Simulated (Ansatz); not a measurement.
# ClF2HOSW: small, medium and large basis sets

An exercise on one series of results from a longer session: the logs are not shown, and one member is left open.

Program: Ansatz 0.2.0, Gaussian basis. Level of theory: one geometry, several basis sets. These are calculated values, not measurements.

Levels to be run: PBE0-D4/def2-SVP; ωB97M-V/def2-SVP; PBE0-D4/def2-QZVPP; ωB97M-V/def2-QZVPP; the functionals' def2-TZVPP values are taken from earlier runs.

## Structure used throughout

An earlier PBE0-D4 in a triple-zeta def2 set relaxation fixed the geometry. W takes the def2 core potential; no spin-orbit term is included.

7 atoms, charge 0, spin multiplicity 1.

Atoms are counted from 1 here; the program's logs count them from 0.

Bond lengths: O1–W2 1.856 Å, O1–H7 0.962 Å, W2–F3 1.914 Å, W2–F4 1.843 Å, W2–S5 2.138 Å, W2–Cl6 2.253 Å. Angles: W2–O1–H7 118.9°, O1–W2–F3 83.5°, O1–W2–F4 120.7°, O1–W2–S5 97.2°, O1–W2–Cl6 114.5°, F3–W2–F4 82.2°, F3–W2–S5 176.6°, F3–W2–Cl6 86.1°, F4–W2–S5 94.6°, F4–W2–Cl6 121.4°, S5–W2–Cl6 96.6°.

The first run:

in.yaml reads:

```yaml
crystal:
  periodic: [false, false, false]
  atoms:
    - {symbol: O, position_ang: [-0.749975, -0.389620, -1.287552]}
    - {symbol: W, position_ang: [0.129653, -0.008371, 0.301633]}
    - {symbol: F, position_ang: [-1.485239, -0.657570, 1.096908]}
    - {symbol: F, position_ang: [0.873990, -1.357247, 1.312964]}
    - {symbol: S, position_ang: [1.987121, 0.605188, -0.560064]}
    - {symbol: Cl, position_ang: [-0.403555, 1.983309, 1.210495]}
    - {symbol: H, position_ang: [-0.290696, -0.243788, -2.120084]}
basis:
  gaussian: {orbitals: def2-SVP}
hamiltonian: {xc: pbe0, dispersion: d4}
output: {orbitals: {seedname: orbitals}}
```

Launch:

```console
$ ansatz run in.yaml --threads 4 --pin off --events-out ev --progress --plain --max-ram 10444MiB
```

Steps of the session up to this table: PBE0-D4 in def2-SVP; ωB97M-V in def2-SVP; PBE0-D4 in def2-QZVPP; ωB97M-V in def2-QZVPP.

One table of the session follows, with a row left open; its other results are not shown here.

| functional | basis | HOMO (eV) | LUMO (eV) |
| --- | --- | --- | --- |
| PBE0-D4 | def2-SVP | -8.67 | -3.70 |
| PBE0-D4 | def2-TZVPP | -8.57 | -3.64 |
| PBE0-D4 | def2-QZVPP | -8.59 | -3.66 |
| ωB97M-V | def2-SVP | ? | ? |
| ωB97M-V | def2-TZVPP | -10.64 | -1.64 |
| ωB97M-V | def2-QZVPP | -10.66 | -1.69 |

Q: Estimate the row for ωB97M-V, def2-SVP from the others.

The run gave: HOMO (eV): -10.71; LUMO (eV): -1.66. In the column «HOMO (eV)» it is the lowest.
